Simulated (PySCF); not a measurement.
**One shape, several levels: Si2H2OF2 (SMILES F[Si]1(F)O[SiH2]1)**

Aim: a comparison of 6 runs (HF/3-21G, B3LYP/6-31G*, B3LYP/def2-SVP, M06-2X/def2-SVP, PBE/def2-SVP, CCSD(T)/def2-SVP) of Si2H2OF2. 

Program for the calculation: PySCF 2.14.0.

3 further runs of the same task are left out: 3 set aside as unsound or not needed.

## 1. Starting point

Si2H2OF2 has 7 atoms, charge 0, and is taken as a singlet. SMILES: `F[Si]1(F)O[SiH2]1`. The coordinates come from a PBE0-D4/def2-TZVP relaxation.

Bond lengths: F1–Si2 1.578 Å, Si2–F3 1.578 Å, Si2–O4 1.648 Å, Si2–Si5 2.174 Å, O4–Si5 1.718 Å, Si5–H6 1.482 Å, Si5–H7 1.482 Å. Some angles: F1–Si2–F3 105.1°, F1–Si2–O4 114.7°, F1–Si2–Si5 127.3°, F3–Si2–O4 114.7°, F3–Si2–Si5 127.3°, O4–Si2–Si5 51.2°, Si2–O4–Si5 80.4°, Si2–Si5–O4 48.4°, Si2–Si5–H6 124.7°, Si2–Si5–H7 124.7°.

## 2. A single-point energy at HF/3-21G (run 1)

The input, job.py:

```python
from pyscf import gto

mol = gto.M(
    atom='''
F    0.424200  -1.612100   1.693800
Si   0.037900  -1.026000   0.280100
F   -0.194200  -2.288000  -0.639100
O    1.103500   0.077900  -0.322100
Si  -0.304800   1.058600  -0.232800
H   -0.202300   2.188800   0.720000
H   -0.802800   1.532800  -1.545500
''',
    charge=0,
    max_memory=1860,
    basis='3-21g',
    verbose=3,
)

calc0 = mol.RHF()
calc0.conv_tol = 1e-10
calc0.kernel()
if not calc0.converged:
    calc0 = calc0.newton().run(calc0.mo_coeff, calc0.mo_occ)

energy = calc0.e_tot
print(f'total energy: {energy:.8f} hartree')
```

Run with:

```bash
OMP_NUM_THREADS=1 python job.py
```

Output:

```text
converged SCF energy = -848.329282329121
total energy: -848.32928233 hartree
```

It took 0.91 s on 1 thread of Intel Xeon at 2.70GHz, shared host; peak memory 0.13 GiB.

## 3. A single-point energy at B3LYP/6-31G(d) (spherical functions) (run 2)

The input, job.py:

```python
from pyscf import gto, dft

molecule = gto.Mole()
molecule.atom = '''
F        0.424200      -1.612100       1.693800
Si       0.037900      -1.026000       0.280100
F       -0.194200      -2.288000      -0.639100
O        1.103500       0.077900      -0.322100
Si      -0.304800       1.058600      -0.232800
H       -0.202300       2.188800       0.720000
H       -0.802800       1.532800      -1.545500
'''
molecule.verbose = 3
molecule.max_memory = 1860
molecule.charge = 0
molecule.basis = '6-31g*'
molecule.build()

mf = dft.RKS(molecule)
mf.xc = 'b3lyp'
mf.grids.level = 5
mf.conv_tol = 1e-10
mf.kernel()
if not mf.converged:
    mf = mf.newton().run(mf.mo_coeff, mf.mo_occ)

etot = mf.e_tot
print('E(%s) = %.9f' % ('B3LYP', etot))
```

Run with:

```bash
OMP_NUM_THREADS=1 python job.py
```

Output:

```text
converged SCF energy = -855.225754903577
E(B3LYP) = -855.225754904
```

Run time: 16 s. Hardware: 1 thread of Intel Xeon at 2.70GHz, shared host; peak memory 0.42 GiB.

## 4. A single-point energy at B3LYP/def2-SVP (run 3)

The input, calc.py:

```python
from pyscf import gto, dft

molecule = gto.M(
    atom=[
    ('F', (0.424200, -1.612100, 1.693800)),
    ('Si', (0.037900, -1.026000, 0.280100)),
    ('F', (-0.194200, -2.288000, -0.639100)),
    ('O', (1.103500, 0.077900, -0.322100)),
    ('Si', (-0.304800, 1.058600, -0.232800)),
    ('H', (-0.202300, 2.188800, 0.720000)),
    ('H', (-0.802800, 1.532800, -1.545500)),
],
    max_memory=1860,
    spin=0,
    basis='def2-svp',
    verbose=4,
)

calc0 = dft.RKS(molecule, xc='b3lyp')
calc0.conv_tol = 1e-10
calc0.grids.level = 5
calc0.kernel()
if not calc0.converged:
    calc0 = calc0.newton().run(calc0.mo_coeff, calc0.mo_occ)

e_tot = calc0.e_tot
print('E = %.10f Eh' % e_tot)
```

Run with:

```bash
OMP_NUM_THREADS=1 python calc.py
```

Output:

```text
PySCF version 2.14.0

[... 77 lines left out ...]
converged SCF energy = -854.864667158118
E = -854.8646671581 Eh
```

It took 15 s on 1 thread of Intel Xeon at 2.70GHz, shared host; peak memory 0.45 GiB.

Runs 4 to 5 aren't shown in full; the table further down has their settings and results.

## 5. The energy at CCSD(T)/def2-SVP (run 6)

The input, input.py:

```python
from pyscf import gto, scf, cc

molecule = gto.M(
    atom=[
    ('F', (0.424200, -1.612100, 1.693800)),
    ('Si', (0.037900, -1.026000, 0.280100)),
    ('F', (-0.194200, -2.288000, -0.639100)),
    ('O', (1.103500, 0.077900, -0.322100)),
    ('Si', (-0.304800, 1.058600, -0.232800)),
    ('H', (-0.202300, 2.188800, 0.720000)),
    ('H', (-0.802800, 1.532800, -1.545500)),
],
    verbose=3,
    spin=0,
    charge=0,
    basis='def2-svp',
    max_memory=1860,
)

mf = scf.RHF(molecule)
mf.conv_tol = 1e-10
mf.kernel()
if not mf.converged:
    mf = mf.newton().run(mf.mo_coeff, mf.mo_occ)

mycc = cc.CCSD(mf, frozen=13)
mycc.kernel()
e_t = mycc.ccsd_t()
energy = mycc.e_tot + e_t
print('E = %.10f Eh' % energy)
```

Run with:

```bash
OMP_NUM_THREADS=1 python input.py
```

Output:

```text
converged SCF energy = -852.496674751866
E(CCSD) = -853.2547419981265  E_corr = -0.7580672462606373
CCSD(T) correction = -0.0166165042164778
E = -853.2713585023 Eh
```

Run time: 24 s. Hardware: 1 thread of Intel Xeon at 2.70GHz, shared host; peak memory 0.43 GiB.

## 6. All runs side by side

```csv
run,level,integration grid,frozen core orbitals,energy (Eh),dipole moment (D) of the reference,HOMO energy (eV),LUMO energy (eV),wall time
1,HF/3-21G,–,–,-848.329282,3.72,-10.61,1.64,0.91 s
2,B3LYP/6-31G* (spherical functions),5,–,-855.225755,2.35,-7.31,-1.47,16 s
3,B3LYP/def2-SVP,5,–,-854.864667,2.31,-7.39,-1.47,15 s
4,M06-2X/def2-SVP,5,–,-854.707452,2.48,-8.73,-0.39,24 s
5,PBE/def2-SVP,5,–,-854.264789,1.99,-6.35,-2.11,19 s
6,CCSD(T)/def2-SVP,–,13,-853.271359,3.00,-10.57,2.12,24 s
```

## 7. Results

```
                                           quantity          value
                                run 6: total energy  -853.27136 Eh
        run 6: dipole moment (Hartree–Fock density)         3.00 D
         run 6: HOMO energy (Hartree–Fock orbitals)      -10.57 eV
         run 6: LUMO energy (Hartree–Fock orbitals)        2.12 eV
       run 6: HOMO–LUMO gap (Hartree–Fock orbitals)       12.69 eV
run 6: correlation energy (13 core orbitals frozen)     -774.7 mEh
                              run 6: (T) correction     -16.62 mEh
                               run 6: T1 diagnostic          0.014
```

Over runs 1, 2, 3, 4, 5 the dipole moment (its size) runs from 1.99 D (PBE/def2-SVP) to 3.72 D (HF/3-21G). The two ends differ in method and basis. Over runs 1, 2, 3, 4, 5 the HOMO–LUMO gap runs from 4.25 eV (PBE/def2-SVP) to 12.25 eV (HF/3-21G). Totals of different functionals can't be ranked against each other. All runs together took 99 s, the longest 24 s.
